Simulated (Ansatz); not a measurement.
The system is PBr.

```
CELL_PARAMETERS angstrom
4.93856 0.00000 0.00000
-2.06239 5.19450 0.00000
-0.69678 -0.65377 6.23326
ATOMIC_POSITIONS crystal
Br 0.66580 0.85501 0.24276
Br 0.33420 0.14499 0.75724
P 0.64072 0.49976 0.63187
P 0.35928 0.50024 0.36813
```

The cell comes from a database or a generator and needn't be the stable form of this composition.

Base run:

* Program: Ansatz 0.2.0
* Functional: PBE
* Potentials or basis: Ansatz PAW
* Cutoff: 420 eV (not typed: the program's choice for these potentials)
* k mesh: 4 × 3 × 3
* Occupations: fermi-dirac, width 0.05 eV
* Spin: no spin polarisation

Its results: band gap on the k mesh 1.64 eV, direct; pressure 0.2 GPa; largest force 0.079 eV/Å.

**Question.** The run is repeated on the same cell with these changes: functional from PBE to PBEsol. What comes out?

**Answer.** Band gap on the k mesh 1.62 eV, direct; pressure -0.7 GPa; largest force 0.254 eV/Å.

PBEsol binds more tightly than PBE, so the same cell stands under less pressure.

Caveats: the k mesh misses the band edges, so the gap on the mesh is wider than the one along the path; the PAW data sets come from PBE, with cores solved anew for the run's functional, which leaves a small shift of forces and pressure (some runs).
